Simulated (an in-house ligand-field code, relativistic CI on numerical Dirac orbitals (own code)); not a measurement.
# d6 to d9 in a ligand field: terms by electron count

Aim: the terms of a d6 to d9 shell from Racah B and C and the field, by exact diagonalisation.

Program: an in-house ligand-field code version 1. Level of theory: parametric ligand-field model of a d^n configuration (Racah B and C, spin-orbit zeta, crystal field), exact diagonalisation. These are calculated values, not measurements, unless marked.

## (1) The system

- shell: d6 to d9
- set 1 (cm⁻¹): d6: B = 560, C = 2720, Oh, 10Dq = 24100
- set 2 (cm⁻¹): d7: B = 560, C = 2720, Oh, 10Dq = 24100
- set 3 (cm⁻¹): d8: B = 560, C = 2720, Oh, 10Dq = 24100
- set 4 (cm⁻¹): d9: B = 560, C = 2720, Oh, 10Dq = 24100

## (2) Set 1

The run's settings:

```ini
n = 6
racah_B = 560  # cm-1
racah_C = 2720  # cm-1
zeta = 0  # cm-1
symmetry = Oh
field = {"10Dq": 24100}  # cm-1
```

Run with:

```sh
$ python run_levels.py task.json out
```

One command runs all members of the session, one after another, from task.json.

## (3) Set 2

Settings: those of step 2 with these lines changed.

```diff
@@ -1,2 +1,2 @@
-n = 6
+n = 7
 racah_B = 560  # cm-1
```

## (4) Set 3

Settings: those of step 3 with these lines changed.

```diff
@@ -1,2 +1,2 @@
-n = 7
+n = 8
 racah_B = 560  # cm-1
```

## (5) Set 4

Settings: those of step 4 with these lines changed.

```diff
@@ -1,2 +1,2 @@
-n = 8
+n = 9
 racah_B = 560  # cm-1
```

(Steps that only read results are left out.)

**Question.** What will these runs give? Wanted: lowest terms; sets at their largest spin, of those that allow S over 1.

As calculated:

| set | 10Dq/B (size) | lowest | S | electrons in z² and x²-y² | first level of the same spin (cm⁻¹) |
| --- | --- | --- | --- | --- | --- |
| 1: Oh, d6 | 43.0 | 1A1 | 0.00 | 0.03 | 1T1 22208 |
| 2: Oh, d7 | 43.0 | 2E | 0.50 | 1.02 | 2T1 22060 |
| 3: Oh, d8 | 43.0 | 3A2 | 1.00 | 2.00 | 3T2 24100 |
| 4: Oh, d9 | 43.0 | 2E | 0.50 | 3.00 | 2T2 24100 |

| quantity | value |
| --- | --- |
| lowest terms | 1: 1A1, 2: 2E, 3: 3A2, 4: 2E |
| sets at their largest spin, of those that allow S over 1 | none |

In words: 2 of 4 sets have the highest spin that their shell allows. B, C and the field are free parameters here, not those of a compound.
